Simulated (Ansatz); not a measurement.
Debugging a formation energy from the elements of SrTl and its elements (the Ansatz DFT code, driven from Python).

Run as a notebook:

**Cell 1**
```python
from collections import Counter
from dataclasses import dataclass
import warnings

import ansatz as az
import numpy as np
```

**Cell 2**
```python
@dataclass(frozen=True)
class Settings:
    ecut: int = 550
    k_spacing: float = 0.14
    filling: str = "fermi_dirac"
    sigma: float = 0.05
```

**Cell 3**
```python
settings = Settings()
```

**Cell 4**
```python
PHASES = {
    "SrTl": (
        [(4.032, 0.0, 0.0), (0.0, 4.032, 0.0), (0.0, 0.0, 4.032)],
        [
            ("Sr", (0.0, 0.0, 0.0)),
            ("Tl", (0.5, 0.5, 0.5)),
        ],
    ),
    "Sr": (
        [(0.0, 3.04235, 3.04235), (3.04235, 0.0, 3.04235), (3.04235, 3.04235, 0.0)],
        [
            ("Sr", (0.0, 0.0, 0.0)),
        ],
    ),
    "Tl": (
        [(3.456, 0.0, 0.0), (-1.728, 2.992984, 0.0), (0.0, 0.0, 5.525)],
        [
            ("Tl", (1 / 3, 2 / 3, 0.25)),
            ("Tl", (2 / 3, 1 / 3, 0.75)),
        ],
    ),
}
```

**Cell 5**
```python
def build(vectors, sites):
    crystal = az.Crystal(lattice=az.Lattice.of(vectors))
    for symbol, position in sites:
        crystal = crystal.atom(symbol, position)
    return crystal
```

**Cell 6**
```python
def run_phase(name, crystal):
    calc = (
        crystal.calculation()
        .functional(az.Functional.LDA)
        .basis(settings.ecut)
        .kpoints(spacing=settings.k_spacing)
        .occupations(settings.filling, width=settings.sigma)
        .stress()
    )
    calc = calc.relax(force_tolerance=0.03, max_steps=30, cell=True)
    return calc.run()
```

**Cell 7**
```python
def counts(outcome):
    return Counter(site.symbol for site in outcome.lattice.sites)

def formation_energy(outcome, mu):
    n = counts(outcome)
    return (outcome.report["energy_sigma0_ev"] - sum(k * mu[element] for element, k in n.items())) / sum(n.values())
```

**Cell 8**
```python
def volume_per_atom(outcome):
    return abs(np.linalg.det(outcome.lattice.cell_ang)) / len(outcome.lattice.sites)

warnings.simplefilter("ignore")

phases = {name: build(*cell) for name, cell in PHASES.items()}
```

**Cell 9**
```python
done = {}
for name, crystal in phases.items():
    done[name] = run_phase(name, crystal)
    print(f"{name}: {done[name].report['energy_sigma0_ev']:.4f} eV, {len(done[name].lattice.sites)} atoms")
```
Output:
```text
SrTl: -14591.9604 eV, 2 atoms
Sr: -3444.3170 eV, 1 atoms
Tl: -22293.1870 eV, 2 atoms
```

**Cell 10**
```python
# energy of one atom in its reference phase
references = {"Sr": "Sr", "Tl": "Tl"}
mu = {element: done[name].report["energy_sigma0_ev"] for element, name in references.items()}
```

**Cell 11**
```python
target = done["SrTl"]
heat = formation_energy(target, mu)
for element, value in mu.items():
    print(f"mu({element}) = {value:.4f} eV from {references[element]}, {volume_per_atom(done[references[element]]):.2f} A^3/atom")
print(f"formation energy of SrTl: {heat:.4f} eV/atom = {96.4853 * heat:.1f} kJ/mol of atoms")
```
Output:
```text
mu(Sr) = -3444.3170 eV from Sr, 48.75 A^3/atom
mu(Tl) = -22293.1870 eV from Tl, 27.22 A^3/atom
formation energy of SrTl: 5572.7718 eV/atom = 537690.6 kJ/mol of atoms
```

No error stopped it. What is wrong with the input all the same?

The fault: the references' energies are taken per cell, not per atom. The correction:

```diff
--- before
+++ after
@@
 references = {"Sr": "Sr", "Tl": "Tl"}
-mu = {element: done[name].report["energy_sigma0_ev"] for element, name in references.items()}
+mu = {element: done[name].report["energy_sigma0_ev"] / len(done[name].lattice.sites) for element, name in references.items()}
```

Run as a notebook:

(earlier cells as before)

```python
# energy of one atom in its reference phase
references = {"Sr": "Sr", "Tl": "Tl"}
mu = {element: done[name].report["energy_sigma0_ev"] / len(done[name].lattice.sites) for element, name in references.items()}
```

```python
target = done["SrTl"]
heat = formation_energy(target, mu)
for element, value in mu.items():
    print(f"mu({element}) = {value:.4f} eV from {references[element]}, {volume_per_atom(done[references[element]]):.2f} A^3/atom")
print(f"formation energy of SrTl: {heat:.4f} eV/atom = {96.4853 * heat:.1f} kJ/mol of atoms")
```

    mu(Sr) = -3444.3170 eV from Sr, 48.75 A^3/atom
    mu(Tl) = -11146.5935 eV from Tl, 27.22 A^3/atom
    formation energy of SrTl: -0.5249 eV/atom = -50.6 kJ/mol of atoms

What to keep in mind:
- Absolute energies stand on the zero of these potentials, so only differences at equal settings mean something.
- Spin-orbit coupling, which matters for elements this heavy, is left out.
- The cells come from databases of deposited and of computed structures, and not all need be stable phases.
- The compound is the structure given, not necessarily its lowest; energies are at zero temperature, with no correction for gases. A semilocal functional's error on such energies is often 0.05 to 0.1 eV an atom, and 0.1 to 0.3 eV against gases such as O2 or F2.
- Finished in 75 s on 1 thread of Arm Neoverse V1 (shared host), peak memory 0.52 GiB.
